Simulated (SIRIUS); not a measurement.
# HfIn4SiO6 (C2) in SIRIUS: a series of runs

One crystal, HfIn4SiO6, is run at these levels: LDA+U; tasks: single point.

Program: SIRIUS 7.12.0. These are calculated values, not measurements. Logs are shortened: lines on timing, memory, paths and dates and some standing lists are left out, and cuts for length are marked. The log counts tension as positive stress, the text compression.

### Step 1. The structure

It takes space group C2 (No. 5, monoclinic). Conventional cell: a = 5.432 Å, b = 9.407 Å, c = 7.636 Å, α = 90.00°, β = 104.07°, γ = 90.00°. Hf (site symmetry 2) is surrounded by 6 O at 2.13 to 2.14 Å. Around In (site symmetry 2) lie 2 O at 2.73 Å and 4 In at 3.12 Å. In (site symmetry 2) is surrounded by 6 O at 2.23 Å. In (site symmetry 2) has 2 O at 2.73 Å and 3 In at 3.07 to 3.12 Å as nearest neighbours. Around In (site symmetry 2) lie 2 O at 2.73 Å and 3 In at 3.07 to 3.12 Å. Around Si (site symmetry 2) lie 6 O at 1.85 Å. O (site symmetry 1) has 1 Si at 1.85 Å as nearest neighbours. O (site symmetry 1) has 1 Si at 1.85 Å as nearest neighbours.

The cell was built by a generator and needn't be a form met in nature.

### Step 2. Single point, LDA+U

Contents of sirius.json:

```json
{
  "control": {
    "processing_unit": "cpu",
    "verbosity": 2,
    "num_bands_to_print": 68,
    "print_forces": true,
    "print_stress": true
  },
  "parameters": {
    "electronic_structure_method": "pseudopotential",
    "xc_functionals": ["XC_LDA_X", "XC_LDA_C_PW"],
    "gk_cutoff": 9.2,
    "pw_cutoff": 18.4,
    "ngridk": [3, 3, 2],
    "shiftk": [0, 0, 0],
    "smearing": "fermi_dirac",
    "smearing_width": 0.0018374661,
    "num_bands": 68,
    "num_mag_dims": 0,
    "num_dft_iter": 100,
    "energy_tol": 1e-08,
    "density_tol": 1e-06,
    "hubbard_correction": true
  },
  "iterative_solver": {
    "type": "davidson",
    "min_tolerance": 1e-10
  },
  "mixer": {
    "type": "anderson",
    "beta": 0.7,
    "max_history": 8
  },
  "settings": {
    "tol_ne": 1e-10,
    "pseudo_grid_cutoff": 6.5
  },
  "unit_cell": {
    "lattice_vectors": [
      [0.500032910798, -0.866005043814, 0.001533690795],
      [0.500032910798, 0.866005043814, 0.001533690795],
      [-0.345982600043, 0.0, 1.362696239373]
    ],
    "lattice_vectors_scale": 10.2637498147,
    "atom_coordinate_units": "lattice",
    "atom_types": ["Hf", "In", "Si", "O"],
    "atom_files": {
      "O": "O.json",
      "Hf": "Hf.json",
      "In": "In.json",
      "Si": "Si.json"
    },
    "atoms": {
      "Hf": [
        [0.78835, 0.21165, 0.0]
      ],
      "In": [
        [0.62175, 0.37825, 0.5],
        [0.45502, 0.54498, 0.0],
        [0.28407, 0.71593, 0.5],
        [0.95814, 0.04186, 0.5]
      ],
      "Si": [
        [0.12168, 0.87832, 0.0]
      ],
      "O": [
        [0.06219, 0.11415, 0.86666],
        [0.88585, 0.93781, 0.13334],
        [0.7949, 0.53784, 0.86663],
        [0.46216, 0.2051, 0.13337],
        [0.15352, 0.62879, 0.13333],
        [0.37121, 0.84648, 0.86667]
      ]
    }
  },
  "hubbard": {
    "simplified": true,
    "subspace_method": "full_orthogonalization",
    "local": [
      {
        "atom_type": "Hf",
        "n": 5,
        "l": 2,
        "U": 0.14699729,
        "J": 0.0,
        "total_initial_occupancy": 2
      }
    ]
  }
}
```

Potentials or basis: PseudoDojo 0.4.1 PBE standard (scalar relativistic).

Started as:

```
$ upf_to_json O.upf
$ upf_to_json Hf.upf
$ upf_to_json In.upf
$ upf_to_json Si.upf
$ # the labels of the atomic orbitals (3D, 4S, ...) are then added to the .json files where the converter dropped them
$ OMP_NUM_THREADS=4 sirius.scf --input=sirius.json --output=out.json --task=0
```

Log:

```text
[info] SIRIUS version : 7.12.0
[info] number of MPI ranks           : 1
[info] MPI grid                      : 1 1
[info] maximum number of OMP threads : 4
[fft] FFT context for density and potential
[fft] =====================================
[fft]   comm size                             : 1
[fft]   plane wave cutoff                     : 18.4
[fft]   grid size                             : 64 64 90   total : 368640
[fft]   grid limits                           : -31 32   -31 32   -44 45
[fft]   number of G-vectors within the cutoff : 67149
[fft]   local number of G-vectors             : 67149
[fft]   number of G-shells                    : 34071
[fft] FFT context for coarse grid
[fft] =====================================
[fft]   comm size                             : 1
[fft]   plane wave cutoff                     : 18.4
[fft]   grid size                             : 64 64 90   total : 368640
[fft]   grid limits                           : -31 32   -31 32   -44 45
[fft]   number of G-vectors within the cutoff : 67149
[fft]   local number of G-vectors             : 67149
[fft]   number of G-shells                    : 34071
[unit cell] lattice vectors
[unit cell]   a1 :       5.1322126955     -8.8884591080      0.0157414186
[unit cell]   a2 :       5.1322126955      8.8884591080      0.0157414186
[unit cell]   a3 :      -3.5510788471      0.0000000000     13.9863732744
[unit cell] reciprocal lattice vectors
[unit cell]   b1 :       0.6116558780     -0.3534462628      0.1552967454
[unit cell]   b2 :       0.6116558780      0.3534462628      0.1552967454
[unit cell]   b3 :      -0.0013768160      0.0000000000      0.4488866414
[unit cell] unit cell volume :      1277.03943396 [a.u.^3]
[unit cell] 1/sqrt(omega)    :         0.02798323
[unit cell] MT volume        :         0.00000000 ( 0.00%)
[unit cell] IT volume        :      1277.03943396 (100.00%)
[unit cell] number of atom types : 4
[unit cell] type id : 0 symbol : Hf mt_radius :  16.550000 num_atoms : 1
[unit cell] type id : 1 symbol : In mt_radius :  19.630000 num_atoms : 4
[unit cell] type id : 2 symbol : Si mt_radius :  15.090000 num_atoms : 1
[unit cell] type id : 3 symbol :  O mt_radius :   9.350000 num_atoms : 6
[unit cell] total number of atoms : 12
[unit cell] number of symmetry classes : 9
[unit cell] number of PAW atoms : 0
[unit cell] atom id  type id  class id             position                      vector_field
[unit cell] ------------------------------------------------------------------------------------------
[unit cell]      0        0        0      0.78835   0.21165   0.00000      0.00000   0.00000   0.00000
[unit cell]      1        1        1      0.62175   0.37825   0.50000      0.00000   0.00000   0.00000
[unit cell]      2        1        2      0.45502   0.54498   0.00000      0.00000   0.00000   0.00000
[unit cell]      3        1        3      0.28407   0.71593   0.50000      0.00000   0.00000   0.00000
[unit cell]      4        1        4      0.95814   0.04186   0.50000      0.00000   0.00000   0.00000
[unit cell]      5        2        5      0.12168   0.87832   0.00000      0.00000   0.00000   0.00000
[unit cell]      6        3        6      0.06219   0.11415   0.86666      0.00000   0.00000   0.00000
[unit cell]      7        3        6      0.88585   0.93781   0.13334      0.00000   0.00000   0.00000
[unit cell]      8        3        7      0.79490   0.53784   0.86663      0.00000   0.00000   0.00000
[unit cell]      9        3        7      0.46216   0.20510   0.13337      0.00000   0.00000   0.00000
[unit cell]     10        3        8      0.15352   0.62879   0.13333      0.00000   0.00000   0.00000
[unit cell]     11        3        8      0.37121   0.84648   0.86667      0.00000   0.00000   0.00000
[unit cell] atom id         position (Cartesian, a.u.)
[unit cell] ---------------------------------------------
[unit cell]      0       5.132213   -5.125974    0.015741
[unit cell]      1       3.356673   -2.164340    7.008928
[unit cell]      2       5.132213    0.799606    0.015741
[unit cell]      3       3.356673    3.838570    7.008928
[unit cell]      4       3.356673   -8.144317    7.008928
[... 628 lines left out ...]
[ground_state]     0.00000016274.264460    0.000000
[ground_state]   -16.500080    0.00000031344.441832
[ground_state] === stress_vloc ===
[ground_state] 13355.646509    0.000000   23.297292
[ground_state]     0.00000013313.207537    0.000000
[ground_state]    23.297292    0.000000-11246.692992
[ground_state] === stress_xc ===
[ground_state] -7954.358586    0.000000   -0.000000
[ground_state]     0.000000-7954.358586    0.000000
[ground_state]    -0.000000    0.000000-7954.358586
[ground_state] === stress_core ===
[ground_state] 13936.562886    0.000000   -0.028338
[ground_state]     0.00000013936.488223    0.000000
[ground_state]    -0.028338    0.00000013937.771469
[ground_state] === stress_nonloc ===
[ground_state] 13449.636804    0.000000   -0.588181
[ground_state]     0.00000013451.009862    0.000000
[ground_state]    -0.588181    0.00000013602.466111
[ground_state] === stress_us_nl ===
[ground_state] 13449.636804    0.000000   -0.588181
[ground_state]     0.00000013451.009862    0.000000
[ground_state]    -0.588181    0.00000013602.466111
[ground_state] === stress_hubbard ===
[ground_state]    -2.168186   -0.000000   -0.002154
[ground_state]    -0.000000   -2.154749   -0.000000
[ground_state]    -0.002154   -0.000000    2.545414
[ground_state] === stress_total ===
[ground_state]    61.347689    0.000000   -0.325914
[ground_state]     0.000000   62.665781    0.000000
[ground_state]    -0.325914    0.000000   55.043653
[ground_state] ==== total Forces in Ha/bohr =====
[ground_state] atom:    0, force:       0.0000000     -0.0000487      0.0000000
[ground_state] atom:    1, force:       0.0000000     -0.0014574      0.0000000
[ground_state] atom:    2, force:       0.0000000      0.0001362      0.0000000
[ground_state] atom:    3, force:       0.0000000      0.0067206      0.0000000
[ground_state] atom:    4, force:       0.0000000     -0.0053821      0.0000000
[ground_state] atom:    5, force:       0.0000000      0.0000856      0.0000000
[ground_state] atom:    6, force:       0.0027091      0.0009174      0.0061919
[ground_state] atom:    7, force:      -0.0027091      0.0009174     -0.0061919
[ground_state] atom:    8, force:      -0.0021587      0.0019303      0.0060396
[ground_state] atom:    9, force:       0.0021587      0.0019303     -0.0060396
[ground_state] atom:   10, force:       0.0005939     -0.0028750     -0.0062656
[ground_state] atom:   11, force:      -0.0005939     -0.0028750      0.0062656
[ground_state] ==== ultrasoft contribution from Qij =====
[ground_state] atom:    0, force:       0.0000000      0.0000000      0.0000000
[ground_state] atom:    1, force:       0.0000000      0.0000000      0.0000000
[ground_state] atom:    2, force:       0.0000000      0.0000000      0.0000000
[ground_state] atom:    3, force:       0.0000000      0.0000000      0.0000000
[ground_state] atom:    4, force:       0.0000000      0.0000000      0.0000000
[ground_state] atom:    5, force:       0.0000000      0.0000000      0.0000000
[ground_state] atom:    6, force:       0.0000000      0.0000000      0.0000000
[ground_state] atom:    7, force:       0.0000000      0.0000000      0.0000000
[ground_state] atom:    8, force:       0.0000000      0.0000000      0.0000000
[ground_state] atom:    9, force:       0.0000000      0.0000000      0.0000000
[ground_state] atom:   10, force:       0.0000000      0.0000000      0.0000000
[ground_state] atom:   11, force:       0.0000000      0.0000000      0.0000000
[ground_state] ==== non-local contribution from Beta-projector =====
[ground_state] atom:    0, force:       0.0000000     -0.0000040      0.0000000
[ground_state] atom:    1, force:       0.0000000     -0.0067493      0.0000000
[ground_state] atom:    2, force:       0.0000000      0.0008228      0.0000000
[ground_state] atom:    3, force:       0.0000000      0.0205196      0.0000000
[ground_state] atom:    4, force:       0.0000000     -0.0132628      0.0000000
[ground_state] atom:    5, force:       0.0000000      0.0002456      0.0000000
[ground_state] atom:    6, force:      -0.0385041     -0.0279985      0.3624646
[ground_state] atom:    7, force:       0.0385041     -0.0279985     -0.3624646
[ground_state] atom:    8, force:       0.0418933     -0.0174709      0.3637573
[ground_state] atom:    9, force:      -0.0418933     -0.0174709     -0.3637573
[ground_state] atom:   10, force:       0.0065363      0.0465225     -0.3634653
[ground_state] atom:   11, force:      -0.0065363      0.0465225      0.3634653
[ground_state] ==== contribution from local potential =====
[ground_state] atom:    0, force:       0.0000000      0.0042974      0.0000000
[ground_state] atom:    1, force:       0.0000000     -0.1068943      0.0000000
[ground_state] atom:    2, force:       0.0000000     -0.0109923      0.0000000
[ground_state] atom:    3, force:       0.0000000      0.5504469      0.0000000
[ground_state] atom:    4, force:       0.0000000     -0.4491031      0.0000000
[ground_state] atom:    5, force:       0.0000000     -0.0020473      0.0000000
[ground_state] atom:    6, force:       0.2617972      0.6849684      4.2261602
[ground_state] atom:    7, force:      -0.2617972      0.6849684     -4.2261602
[ground_state] atom:    8, force:      -0.7533637     -0.1247064      4.2239815
[ground_state] atom:    9, force:       0.7533637     -0.1247064     -4.2239815
[ground_state] atom:   10, force:      -0.4740144     -0.5550639     -4.2193245
[ground_state] atom:   11, force:       0.4740144     -0.5550639      4.2193245
[ground_state] ==== contribution from core density =====
[ground_state] atom:    0, force:       0.0000000      0.0000965      0.0000000
[ground_state] atom:    1, force:       0.0000000      0.0003668      0.0000000
[ground_state] atom:    2, force:       0.0000000     -0.0000520      0.0000000
[ground_state] atom:    3, force:       0.0000000     -0.0019214      0.0000000
[ground_state] atom:    4, force:       0.0000000      0.0015913      0.0000000
[ground_state] atom:    5, force:       0.0000000     -0.0000253      0.0000000
[ground_state] atom:    6, force:      -0.0004111      0.0011230     -0.0075140
[ground_state] atom:    7, force:       0.0004111      0.0011230      0.0075140
[ground_state] atom:    8, force:      -0.0006901     -0.0009664     -0.0075652
[ground_state] atom:    9, force:       0.0006901     -0.0009664      0.0075652
[ground_state] atom:   10, force:      -0.0011998     -0.0001753      0.0075547
[ground_state] atom:   11, force:       0.0011998     -0.0001753     -0.0075547
[ground_state] ==== Ewald forces from ions =====
[ground_state] atom:    0, force:       0.0000000     -0.0045917      0.0000000
[ground_state] atom:    1, force:       0.0000000      0.1120004      0.0000000
[ground_state] atom:    2, force:       0.0000000      0.0103555      0.0000000
[ground_state] atom:    3, force:       0.0000000     -0.5623172      0.0000000
[ground_state] atom:    4, force:       0.0000000      0.4552116      0.0000000
[ground_state] atom:    5, force:       0.0000000      0.0019121      0.0000000
[ground_state] atom:    6, force:      -0.2172684     -0.6627992     -4.5779877
[ground_state] atom:    7, force:       0.2172684     -0.6627992      4.5779877
[ground_state] atom:    8, force:       0.7134153      0.1503691     -4.5771822
[ground_state] atom:    9, force:      -0.7134153      0.1503691      4.5771822
[ground_state] atom:   10, force:       0.4755582      0.5061447      4.5720580
[ground_state] atom:   11, force:      -0.4755582      0.5061447     -4.5720580
[ground_state] ==== contribution from Hubbard correction =====
[ground_state] atom:    0, force:       0.0000000      0.0001530      0.0000000
[ground_state] atom:    1, force:       0.0000000     -0.0001808      0.0000000
[ground_state] atom:    2, force:       0.0000000      0.0000025      0.0000000
[ground_state] atom:    3, force:       0.0000000     -0.0000072      0.0000000
[ground_state] atom:    4, force:       0.0000000      0.0001807      0.0000000
[ground_state] atom:    5, force:       0.0000000      0.0000005      0.0000000
[ground_state] atom:    6, force:      -0.0029045      0.0056235      0.0030687
[ground_state] atom:    7, force:       0.0029045      0.0056235     -0.0030687
[ground_state] atom:    8, force:      -0.0034135     -0.0052949      0.0030481
[ground_state] atom:    9, force:       0.0034135     -0.0052949     -0.0030481
[ground_state] atom:   10, force:      -0.0062862     -0.0003032     -0.0030885
[ground_state] atom:   11, force:       0.0062862     -0.0003032      0.0030885
[~DFT_ground_state] local op. applied: 24210
[~DFT_ground_state] evp. work count: 1437.52
[~DFT_ground_state] number of iterative solver steps: 678
```

It took 5.1 min on 4 threads of AMD EPYC (Zen 3), shared host; peak memory 2 GiB.

What came out:

- Free energy: -11545.8006 eV
- Pressure: -6.0 GPa
- Largest force: 0.356 eV/Å
- Band gap on the k mesh: none (metal or under the smearing width)

Forces on the atoms (eV/Å):
```
Hf   0.000 -0.003  0.000
In   0.000 -0.075  0.000
In   0.000  0.007  0.000
In   0.000  0.346  0.000
In   0.000 -0.277  0.000
Si   0.000  0.004  0.000
O    0.139  0.047  0.318
O   -0.139  0.047 -0.318
O   -0.111  0.099  0.311
O    0.111  0.099 -0.311
O    0.031 -0.148 -0.322
O   -0.031 -0.148  0.322
```

Stress tensor (GPa, compression positive):
```
-6.13  0.00  0.03
 0.00 -6.27  0.00
 0.03  0.00 -5.50
```

Caveat: the k mesh is coarse (spacing up to 0.46 Å⁻¹), so the values aren't converged; the potentials were made for another functional, which shifts forces and pressure; U without spin polarisation on a metal has little footing. The run has no spin-orbit coupling, so splittings on Hf are missing.

### Step 3. Single point, LDA+U

Changes to sirius.json since step 2:

```diff
@@ -39,7 +39,6 @@
     "lattice_vectors": [
-      [0.500032910798, -0.866005043814, 0.001533690795],
-      [0.500032910798, 0.866005043814, 0.001533690795],
-      [-0.345982600043, 0.0, 1.362696239373]
+      [5.132212695565, -8.888459108006, 0.015741418618],
+      [5.132212695565, 8.888459108006, 0.015741418618],
+      [-3.551078847091, 0.0, 13.986373274409]
     ],
-    "lattice_vectors_scale": 10.2637498147,
     "atom_coordinate_units": "lattice",
@@ -83,3 +82,3 @@
         "l": 2,
-        "U": 0.14699729,
+        "U": 0.22049593,
         "J": 0.0,
```

Potentials or basis: PseudoDojo 0.4.1 PBE standard (scalar relativistic).

Started as:

```
$ upf_to_json O.upf
$ upf_to_json Hf.upf
$ upf_to_json In.upf
$ upf_to_json Si.upf
$ # the labels of the atomic orbitals (3D, 4S, ...) are then added to the .json files where the converter dropped them
$ OMP_NUM_THREADS=4 sirius.scf --input=sirius.json --output=out.json --task=0
```

Wall time 5.4 min (4 threads of AMD EPYC (Zen 3), shared host); peak memory 2 GiB.

Results (log left out):

* Free energy: -11544.2969 eV
* Pressure: -5.4 GPa
* Largest force: 0.363 eV/Å
* Band gap on the k mesh: none (metal or under the smearing width)

Forces on the atoms (eV/Å):
```
Hf   0.000  0.000  0.000
In   0.000 -0.069  0.000
In   0.000  0.007  0.000
In   0.000  0.357  0.000
In   0.000 -0.293  0.000
Si   0.000  0.005  0.000
O    0.207 -0.048  0.289
O   -0.207 -0.048 -0.289
O   -0.061  0.204  0.280
O    0.061  0.204 -0.280
O    0.147 -0.159 -0.291
O   -0.147 -0.159  0.291
```

Stress tensor (GPa, compression positive):
```
-5.41  0.00  0.03
 0.00 -5.54  0.00
 0.03  0.00 -5.28
```

Levels at points of the mesh, in eV from the Fermi level:
```csv
k point,band 48,band 49,band 50,band 51,band 52,band 53,band 54,band 55,band 56,band 57
"(0.00, 0.00, 0.00)",-3.80,-3.69,-0.97,-0.76,-0.19,-0.13,0.02,0.05,0.28,0.87
"(0.00, 0.00, 0.50)",-3.69,-3.49,-1.24,-0.96,-0.77,-0.08,-0.06,0.03,0.06,1.92
```

Caveat: the k mesh is coarse (spacing up to 0.46 Å⁻¹), so the values aren't converged; the potentials were made for another functional, which shifts forces and pressure; U without spin polarisation on a metal has little footing. The run has no spin-orbit coupling, so splittings on Hf are missing.

(Continued in part 2 of 2.)
